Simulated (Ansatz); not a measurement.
# InHF radical (SMILES [F][InH]): one structure at several levels

A test off equilibrium: a structure displaced at random from a GFN2-xTB minimum is computed at several levels, and each is set against CCSD(T).

Method: single points in def2-TZVPP; program: Ansatz 0.2.0, Gaussian basis.

Correlated methods freeze the cores. Filled d shells of the heavier atoms are correlated. Core potentials replace the inner electrons past krypton, and spin-orbit coupling is left out. Orbitals are unrestricted.

### 1 Starting geometry

3 atoms, charge 0, spin multiplicity 2.

Atoms are counted from 1 here; the program's logs count them from 0.

Bond lengths: F1–In2 2.220 Å.

As a file:

```xyz
3

F     1.2150    1.2888    0.7018
In   -0.5673    0.3747   -0.2557
H    -0.8599   -1.8325   -0.6983
```

### 2 CCSD(T)/def2-TZVPP

File run/in.yaml:

```yaml
crystal:
  periodic: [false, false, false]
  atoms:
    - {symbol: F, position_ang: [1.215000, 1.288800, 0.701800]}
    - {symbol: In, position_ang: [-0.567300, 0.374700, -0.255700]}
    - {symbol: H, position_ang: [-0.859900, -1.832500, -0.698300]}
basis:
  gaussian: {orbitals: def2-TZVPP}
magnetization: {spin_polarized: true, initial_magnetization: 1}
correlation: {method: ccsd_t}
scf: {omitted_lower_state_checks: [cluster_reference]}
output: {forces: true}
```

The command line of these runs was not kept.

### 3 PBE0-D4/def2-TZVPP

run/in.yaml: that of step 2 with these lines changed.

```diff
@@ -9,4 +9,3 @@
 magnetization: {spin_polarized: true, initial_magnetization: 1}
-correlation: {method: ccsd_t}
-scf: {omitted_lower_state_checks: [cluster_reference]}
-output: {forces: true}
+hamiltonian: {xc: pbe0, dispersion: d4}
+output: {forces: true, orbitals: {seedname: orbitals}}
```

### 4 wB97M-V/def2-TZVPP

run/in.yaml: that of step 3 with these lines changed.

```diff
@@ -9,3 +9,3 @@
 magnetization: {spin_polarized: true, initial_magnetization: 1}
-hamiltonian: {xc: pbe0, dispersion: d4}
-output: {forces: true, orbitals: {seedname: orbitals}}
+hamiltonian: {xc: {name: wB97M-V}}
+output: {forces: true}
```

### 5 r2SCAN-D4/def2-TZVPP

run/in.yaml: that of step 4 with these lines changed.

```diff
@@ -9,3 +9,3 @@
 magnetization: {spin_polarized: true, initial_magnetization: 1}
-hamiltonian: {xc: {name: wB97M-V}}
+hamiltonian: {xc: r2scan, dispersion: d4}
 output: {forces: true}
```

### 6 PBE-D4/def2-TZVPP

run/in.yaml: that of step 5 with these lines changed.

```diff
@@ -9,3 +9,3 @@
 magnetization: {spin_polarized: true, initial_magnetization: 1}
-hamiltonian: {xc: r2scan, dispersion: d4}
+hamiltonian: {xc: pbe, dispersion: d4}
 output: {forces: true}
```

### 7 LC-wPBE/def2-TZVPP

run/in.yaml: that of step 6 with these lines changed.

```diff
@@ -9,3 +9,3 @@
 magnetization: {spin_polarized: true, initial_magnetization: 1}
-hamiltonian: {xc: pbe, dispersion: d4}
+hamiltonian: {xc: {name: LC-wPBE}}
 output: {forces: true}
```

### 8 wB97X-V/def2-TZVPP

run/in.yaml: that of step 7 with these lines changed.

```diff
@@ -9,3 +9,3 @@
 magnetization: {spin_polarized: true, initial_magnetization: 1}
-hamiltonian: {xc: {name: LC-wPBE}}
+hamiltonian: {xc: {name: wB97X-V}}
 output: {forces: true}
```

(Steps that only read results are left out.)

**Question.** What will these runs give? Wanted: energy less free atoms, CCSD(T)/def2-TZVPP; RMS force component; RMS force error; HOMO and LUMO, PBE0-D4; T1 diagnostic.

As calculated:

| quantity | value |
| --- | --- |
| energy less free atoms, CCSD(T)/def2-TZVPP | -122.4 kcal/mol |
| RMS force component | 0.874 to 1.142 eV/Å over the methods |
| RMS force error | PBE0-D4 0.086, wB97M-V 0.058, r2SCAN-D4 0.085, PBE-D4 0.264, LC-wPBE 0.073, wB97X-V 0.057 eV/Å |
| HOMO and LUMO, PBE0-D4 | -7.19 and -3.84 eV |
| T1 diagnostic | 0.026 |

In words: Against CCSD(T) the functionals' energies less atoms differ by -15.1 to -3.4 kcal/mol, PBE-D4 by -15.1 kcal/mol. A larger basis would deepen the CCSD(T) value, while the functionals are nearly converged already, so the order here is not reliable. For forces wB97X-V does best and PBE-D4 worst. Frozen-core CCSD(T) forces in triple zeta carry basis errors of their own, and this is one geometry, so small gaps rank nothing. The unrestricted reference is spin-contaminated, which hurts MP2 most.
